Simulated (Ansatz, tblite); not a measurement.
NaF: GFN1-xTB, run from Python

These are simulated results from tblite 0.8.0, not measurements. The cell began as a measured structure and was relaxed with r2SCAN in plane waves (Ansatz 0.2.0). All runs are without spin polarisation.

It is cubic, Fm-3m (No. 225); conventional cell a = 4.594 Å, 12.12 Å³ an atom. Na is surrounded by 6 F at 2.30 Å; F is surrounded by 6 Na at 2.30 Å.

tblite solves periodic systems at the zone centre alone, so the script builds a cluster of 2×2×2 conventional cells (64 atoms), which folds in a coarse mesh of k points.

Input script:

```python
import json
from ase import Atoms
from ase.build import make_supercell
from ase.units import Bohr, GPa, Hartree
from tblite.interface import Calculator

atoms = Atoms(['Na', 'F'],
              cell=[[-0.0, 2.297242, 2.297242], [2.297242, -0.0, 2.297242], [2.297242, 2.297242, -0.0]],
              scaled_positions=[[0.0, -0.0, -0.0], [0.5, 0.5, 0.5]],
              pbc=True)
cluster = make_supercell(atoms, [[-2, 2, 2], [2, -2, 2], [2, 2, -2]])
calc = Calculator('GFN1-xTB', cluster.numbers, cluster.positions / Bohr, lattice=cluster.cell[:] / Bohr, periodic=cluster.pbc)
calc.set('temperature', 0.02 / Hartree)
calc.set('max-iter', 150)
res = calc.singlepoint()
levels = res.get('orbital-energies') * Hartree
nv = round(res.get('orbital-occupations').sum() / 2)
cells = len(cluster) // len(atoms)
out = {'energy_per_cell': res.get('energy') * Hartree / cells, 'homo': levels[nv - 1], 'lumo': levels[nv],
       'stress': (-res.get('virial') * Hartree / cluster.get_volume() / GPa).tolist(), 'charges': res.get('charges')[:len(atoms)].tolist(), 'electrons': 2 * nv / cells}
json.dump(out, open('results.json', 'w'))
for key, value in out.items():
    print(key, value)
```

Command: `python run.py`. It took 3.8 s on 1 thread of Arm Neoverse V1, on a shared host, peak memory 0.1 GiB.

The log:

```
------------------------------------------------------------
  cycle        total energy    energy error   density error
------------------------------------------------------------
      1     -164.4314527957  -1.6425578E+02   6.8868792E-01
      2     -147.3953960480   1.7036057E+01   6.9730695E-01
      3     -170.8420338646  -2.3446638E+01   3.6406818E-01
      4     -175.3064313793  -4.4643975E+00   5.7234830E-02
      5     -174.3378516321   9.6857975E-01   1.1232344E-01
      6     -175.6688403971  -1.3309888E+00   1.7699084E-02
      7     -175.6812129161  -1.2372519E-02   5.7216795E-03
      8     -175.6813813091  -1.6839302E-04   6.5134731E-04
      9     -175.6814064752  -2.5166007E-05   2.4480092E-05
     10     -175.6814065417  -6.6517345E-08   2.7701909E-06
------------------------------------------------------------

 total:                                   3.131 sec
energy_per_cell -149.3917053346638
homo -11.286958743289972
lumo -9.239363307627091
stress [[2.1924557518898826, 4.826753104916692e-12, -4.755669520953962e-12], [4.826736425083581e-12, 2.1924557518874734, -5.680458531890248e-12], [-4.755709025791272e-12, -5.680457828789121e-12, 2.192455751885796]]
charges [0.4810682697855229, -0.48108002262499494]
electrons 8.0
```

The cycle table is in hartree for the whole cluster, and the lines after it are in eV (the energy for one cell). The printed stress is in GPa and positive in compression, and the pressure is its mean diagonal.

GFN1-xTB gives a gap of 2.05 eV. On the same cell, plane-wave PBE (Ansatz, 10×10×10 k points and the special points) gives a gap of 6.46 eV and r2SCAN a gap of 7.28 eV; on shared hosts these took about 1.3 and 2.6 core-seconds on the 2-atom cell, against 3.8 for the script. Semilocal gaps usually lie below measured ones. xTB was fitted to molecules, so gaps, charges and pressures of solids can be far off, and the gap also depends on the size of the cluster.

The same script was run on cells scaled at fixed shape and fractional coordinates:

```json
{"volume (Å³/atom)": "10.67", "energy (meV/atom)": "37.6", "pressure (GPa, positive in compression)": "6.72", "gap (eV)": "2.52"}
{"volume (Å³/atom)": "11.40", "energy (meV/atom)": "13.7", "pressure (GPa, positive in compression)": "3.98", "gap (eV)": "2.27"}
{"volume (Å³/atom)": "12.12", "energy (meV/atom)": "0.0", "pressure (GPa, positive in compression)": "2.19", "gap (eV)": "2.05"}
{"volume (Å³/atom)": "12.85", "energy (meV/atom)": "-7.0", "pressure (GPa, positive in compression)": "0.98", "gap (eV)": "1.86"}
{"volume (Å³/atom)": "13.58", "energy (meV/atom)": "-9.4", "pressure (GPa, positive in compression)": "0.14", "gap (eV)": "1.69"}
```

The minimum lies beyond the largest of these volumes.

xTB was fitted mostly to molecules, and a small cluster samples few k points, so gaps, pressures and kinks along a curve can be far from a solid's.
